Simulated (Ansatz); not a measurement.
# LiBe (Pm-3m) in Ansatz: convergence with smearing width

Aim: find how far smearing width must go before the results for LiBe settle, at PBE. This setting moves, with any that are tied to it; all else stays.

All numbers are computed with Ansatz 0.2.0; they aren't measurements. Logs are shortened: lines on timing, memory, paths and dates and some standing lists are left out, and cuts for length are marked.

### 1 Starting point

It takes space group Pm-3m (No. 221, cubic). The conventional cell has a = 2.811 Å, b = 2.811 Å, c = 2.811 Å, α = 90.00°, β = 90.00°, γ = 90.00°. Be (site symmetry m-3m) has 8 Li at 2.43 Å as nearest neighbours. Around Li (site symmetry m-3m) lie 8 Be at 2.43 Å.

The cell comes from a database or a generator and needn't be the stable form of this composition.

### 2 With smearing width 0.3 eV

Input file input.yaml:

```yaml
crystal:
  lattice:
    - [2.811153, 0.0, 0.0]
    - [0.0, 2.811153, 0.0]
    - [0.0, 0.0, 2.811153]
  atoms:
    - { symbol: Be, position: [0.5, 0.5, 0.5] }
    - { symbol: Li, position: [0.0, 0.0, 0.0] }
hamiltonian:
  xc: pbe
  pseudopotentials: { kind: paw }
kpoints:
  mp_grid: { grid: [8, 8, 8] }
scf:
  occupations: { method: gaussian, width: 0.3 }
output:
  forces: true
  stress: true
  eigenvalues: true
```

Potentials or basis: Ansatz PAW.

On the command line:

```sh
> ansatz run input.yaml --threads 2 --pin off --max-ram 5632MiB --backend cpu --events-out ev --progress --plain --runs-dir out
```

The program printed:

```text
Warning: RAYON_NUM_THREADS=2 ignored (pool sized by the plan → 2); use --threads N
Engine: ansatz 0.2.0, aarch64-unknown-linux-gnu
Pseudopotentials: kind: paw
Pseudopotential: Be, paw, valence charge 2, recommended cutoff 420 eV (normal), Be.paw.azcp
Pseudopotential: Li, paw, valence charge 3, recommended cutoff 420 eV (normal), Li.paw.azcp
Functional definition: PBE
  parameter kappa = 0.804
  parameter beta = 0.06672455060314922
  exchange = pbe_x(kappa = kappa, mu = beta*pi^2/3)
  correlation = pbe_c(beta = beta)
Crystal: 2 atoms, lattice volume = 22.215 Å³
Basis set: ecut = 420 eV, 461 PW (Γ), exchange–correlation on 40×40×40 points (8 copies of the dense FFT grid, shifted against one another)
Bands: 7, of which v1, the nominal top of the filled ones, is band 3 counted from 1 (2 counted from 0)
Symmetry: 48 space group operations
Space group: Pm-3m (ITA 221), of the structure as read, at distance tolerance 2.8e-5 Å
k-points: 35 of 512
Non-local potential: Be, projectors of the file, l = 0: 2, l = 1: 2, l = 2: 1
Non-local potential: Li, projectors of the file, l = 0: 3, l = 1: 2, l = 2: 1
PAW form: soft (Blöchl's): semilocal exchange-correlation on the pseudo side does not see the compensation charge
PAW one-centre angular grid: Be, 110 points (default); XC on 64 Gauss nodes
PAW one-centre angular grid: Li, 110 points (default); XC on 64 Gauss nodes
Initial density: superposition of atomic densities (neutral atoms: chi_scale 0, normalization atom), corrected by the library's trained network
Initial wavefunctions: pseudopotential atomic-orbital guess
Functional: x = pbe(κ = 0.804, μ = 0.2195149727645171), c = pbe(β = 0.06672455060314922)
SCF iter   1: F=—  HF=-296.730588 eV  |F-HF|=—  |Δ(HF+E_count)|=         —  Δρ=9.35e-4  dr2=2.30e-4  ethr=1.77e-3  ⟨swp⟩=5.0  Hψ=1842  notcnv=0
preconditioner: auto → none  [metal: Δε(μ)=0.253 eV  Ē_g=10.471 eV  σ=0.300 eV  W_gap=0.45  n_scr=0 (ndim 8)  ℏωp=13.6 eV  f_vac=0.000  D(μ)=0.76/eV (n_scr^D=6)]
SCF iter   2: F=—  HF=-296.730482 eV  |F-HF|=—  |Δ(HF+E_count)|=   1.06e-4  Δρ=4.05e-4  dr2=3.82e-5  ethr=4.60e-6  ⟨swp⟩=1.0  Hψ=525  notcnv=0
SCF iter   3: F=—  HF=-296.730454 eV  |F-HF|=—  |Δ(HF+E_count)|=   2.83e-5  Δρ=4.85e-5  dr2=3.39e-7  ethr=7.64e-7  ⟨swp⟩=2.5  Hψ=313  notcnv=0
iter 4 did not close the SCF: its close was put off for the readings that it lacked (scf_convergence_deferred on its scf_iter line)
SCF iter   4: F=-296.730454 eV  HF=-296.730454 eV  |F-HF|=1.70e-10  |Δ(HF+E_count)|=   2.67e-7  Δρ=3.28e-6  dr2=2.29e-9  ethr=6.78e-9  ⟨swp⟩=2.0  Hψ=318  notcnv=0
iter 5 did not close the SCF: its close was put off for the readings that it lacked (scf_convergence_deferred on its scf_iter line)
SCF iter   5: F=-296.730454 eV  HF=-296.730454 eV  |F-HF|=5.40e-12  |Δ(HF+E_count)|=  3.60e-10  Δρ=4.11e-7  dr2=1.93e-11  ethr=4.57e-11  ⟨swp⟩=2.3  Hψ=311  notcnv=0
SCF iter   6: F=-296.730454 eV  HF=-296.730454 eV  |F-HF|=0.00e0  |Δ(HF+E_count)|=  6.82e-12  Δρ=1.11e-8  dr2=1.58e-14  ethr=1.00e-12  ⟨swp⟩=1.6  Hψ=708  notcnv=0
SCF 1 converged in 6 iterations: F = -296.730454 eV  dr2 = 1.58e-14
SCF converged after 6 iterations
Free energy (F): -296.730454 eV
Harris-Foulkes:  -296.730454 eV  (|F-HF|=0.00e0)
Internal energy: -296.696006 eV  (E = F + TS)
E sigma→0 (E₀):  -296.713230 eV
Entropy (-TS):   -0.034448 eV (-17.224 meV/atom)
Fermi energy:    3.530412 eV
--- Per-component energies (eV) ---
  E_band       = -78.550394
  E_kinetic    = 40.224273
  E_local      = -116.066046  (includes V_loc(G=0)·N_el)
  E_nonlocal   = -28.222589
  E_hartree    = 36.303564
  E_xc         = -29.234197
  E_vxc        = -33.011826  (∫ρ·V_xc dr)
  E_paw        = -80.586159  (= ΣΔE_a)
  E_vpaw       = -14.081334  (= ΣTr[D̂ρ^β])
  E_aug_tail   = -0.000003  (compensation charges beyond the density's cutoff)
  E_ewald      = -119.114850
  E_smearing   = -0.034448  (= −TS)
  E_closure    = 0.000000  (closes the sum)
  Σ components = -296.730454   (vs F -296.730454, Δ=0.00e0)
--- Forces (eV/Å), atoms counted from 1 ---
  atom   1  Be     0.00000000     0.00000000     0.00000000
  atom   2  Li    -0.00000000     0.00000000    -0.00000000
  max |Σ_I F_I| component: 1.58e-31 eV/Å
--- Stress (GPa, compression-positive) ---
        0.379550       0.000000       0.000000
        0.000000       0.379550       0.000000
        0.000000      -0.000000       0.379550
  P = ⅓ Tr σ = 0.3796 GPa (3.796 kbar)
--- Band table (eV; the first three rows and the last of 35) ---
  k-point 0: bands = ["-40.9645", "-2.8502", "9.8352", "9.8352", "9.8352", "14.3772", "14.3772"]
  k-point 1: bands = ["-40.9616", "-2.6497", "7.8964", "10.0892", "10.0892", "14.6706", "16.6608"]
  k-point 2: bands = ["-40.9548", "-2.0483", "5.1274", "10.8246", "10.8246", "15.5478", "19.4573"]
  k-point 34: bands = ["-40.9098", "6.0566", "6.0566", "6.0566", "8.6674", "8.6674", "8.6674"]
```

It took 0.35 s on 2 threads of Arm Neoverse V2, shared host; peak memory 0.24 GiB.

Results:

| Property | Result |
| --- | --- |
| Free energy | -296.7305 eV |
| Pressure | 0.4 GPa |
| Band gap on the k mesh | none (metal or under the smearing width) |

### 3 With smearing width 0.2 eV

Edit input.yaml of step 2 so:

```diff
@@ -14,3 +14,3 @@
 scf:
-  occupations: { method: gaussian, width: 0.3 }
+  occupations: { method: gaussian, width: 0.2 }
 output:
```

Potentials or basis: Ansatz PAW.

On the command line:

```sh
> ansatz run input.yaml --threads 2 --pin off --max-ram 5632MiB --backend cpu --events-out ev --progress --plain --runs-dir out
```

Wall time 0.35 s (2 threads of Arm Neoverse V2, shared host); peak memory 0.24 GiB.

What came out:

```
Free energy            : -296.7201 eV
Pressure               : 0.4 GPa
Band gap on the k mesh : none (metal or under the smearing width)
```

### 4 With smearing width 0.15 eV

Edit input.yaml of step 3 so:

```diff
@@ -14,3 +14,3 @@
 scf:
-  occupations: { method: gaussian, width: 0.2 }
+  occupations: { method: gaussian, width: 0.15 }
 output:
```

On the command line:

```sh
> ansatz run input.yaml --threads 2 --pin off --max-ram 5632MiB --backend cpu --events-out ev --progress --plain --runs-dir out
```

Wall time 0.35 s (2 threads of Arm Neoverse V2, shared host); peak memory 0.24 GiB.

Results:

| Quantity | Value |
| --- | --- |
| Free energy | -296.7157 eV |
| Pressure | 0.4 GPa |
| Band gap on the k mesh | none (metal or under the smearing width) |

### 5 With smearing width 0.1 eV

Edit input.yaml of step 4 so:

```diff
@@ -14,3 +14,3 @@
 scf:
-  occupations: { method: gaussian, width: 0.15 }
+  occupations: { method: gaussian, width: 0.1 }
 output:
```

On the command line:

```sh
> ansatz run input.yaml --threads 2 --pin off --max-ram 5632MiB --backend cpu --events-out ev --progress --plain --runs-dir out
```

Run time: 0.35 s. Hardware: 2 threads of Arm Neoverse V2, shared host; peak memory 0.24 GiB.

What came out:

```
Free energy            : -296.7118 eV
Pressure               : 0.4 GPa
Band gap on the k mesh : none (metal or under the smearing width)
```

### 6 With smearing width 0.05 eV

Edit input.yaml of step 5 so:

```diff
@@ -14,3 +14,3 @@
 scf:
-  occupations: { method: gaussian, width: 0.1 }
+  occupations: { method: gaussian, width: 0.05 }
 output:
```

Potentials or basis: Ansatz PAW.

On the command line:

```sh
> ansatz run input.yaml --threads 2 --pin off --max-ram 5632MiB --backend cpu --events-out ev --progress --plain --runs-dir out
```

Wall time 0.35 s (2 threads of Arm Neoverse V2, shared host); peak memory 0.24 GiB.

The run converged. Its results:

```
Free energy            : -296.7080 eV
Pressure               : 0.3 GPa
Band gap on the k mesh : none (metal or under the smearing width)
```

### 7 With smearing width 0.025 eV

Edit input.yaml of step 6 so:

```diff
@@ -14,3 +14,3 @@
 scf:
-  occupations: { method: gaussian, width: 0.05 }
+  occupations: { method: gaussian, width: 0.025 }
 output:
```

On the command line:

```sh
> ansatz run input.yaml --threads 2 --pin off --max-ram 5632MiB --backend cpu --events-out ev --progress --plain --runs-dir out
```

Wall time 0.36 s (2 threads of Arm Neoverse V2, shared host); peak memory 0.24 GiB.

The run converged. Its results:

| Property | Result |
| --- | --- |
| Free energy | -296.7062 eV |
| Pressure | 0.3 GPa |
| Band gap on the k mesh | none (metal or under the smearing width) |

### 8 With smearing width 0.01 eV

Edit input.yaml of step 7 so:

```diff
@@ -14,3 +14,3 @@
 scf:
-  occupations: { method: gaussian, width: 0.025 }
+  occupations: { method: gaussian, width: 0.01 }
 output:
```

On the command line:

```sh
> ansatz run input.yaml --threads 2 --pin off --max-ram 5632MiB --backend cpu --events-out ev --progress --plain --runs-dir out
```

Run time: 0.35 s. Hardware: 2 threads of Arm Neoverse V2, shared host; peak memory 0.24 GiB.

Results (log left out):

```yaml
Free_energy: -296.7052 eV
Pressure: 0.3 GPa
Band_gap_on_the_k_mesh: none (metal or under the smearing width)
```

### 9 With smearing width 0.005 eV

Edit input.yaml of step 8 so:

```diff
@@ -14,3 +14,3 @@
 scf:
-  occupations: { method: gaussian, width: 0.01 }
+  occupations: { method: gaussian, width: 0.005 }
 output:
```

Potentials or basis: Ansatz PAW.

On the command line:

```sh
> ansatz run input.yaml --threads 2 --pin off --max-ram 5632MiB --backend cpu --events-out ev --progress --plain --runs-dir out
```

Wall time 0.36 s (2 threads of Arm Neoverse V2, shared host); peak memory 0.24 GiB.

Results (log left out):

```
Free energy            : -296.7049 eV
Pressure               : 0.3 GPa
Band gap on the k mesh : none (metal or under the smearing width)
```

### 10 Result

| smearing width | energy less the tightest run, at zero smearing (meV/atom) | pressure (GPa) | SCF cycles | CPU time (s) | peak memory (GiB) |
| --- | --- | --- | --- | --- | --- |
| 0.3 eV | -4.25 | 0.38 | 6 | 0.57 | 0.24 |
| 0.2 eV | -3.05 | 0.36 | 6 | 0.57 | 0.24 |
| 0.15 eV | -2.37 | 0.36 | 6 | 0.58 | 0.24 |
| 0.1 eV | -1.60 | 0.35 | 6 | 0.58 | 0.24 |
| 0.05 eV | -0.74 | 0.34 | 6 | 0.57 | 0.24 |
| 0.025 eV | -0.29 | 0.33 | 6 | 0.59 | 0.24 |
| 0.01 eV | -0.06 | 0.29 | 6 | 0.58 | 0.24 |
| 0.005 eV | 0.00 | 0.26 | 6 | 0.59 | 0.24 |

Against the tightest run, the energy stays within 1 meV/atom from 0.05 eV on; the pressure stays within 0.1 GPa from 0.2 eV on. Narrower smearing needs a denser k mesh, so at a fixed mesh the narrowest width isn't the most accurate. The tightest run that finished is the yardstick and may itself not be fully converged.
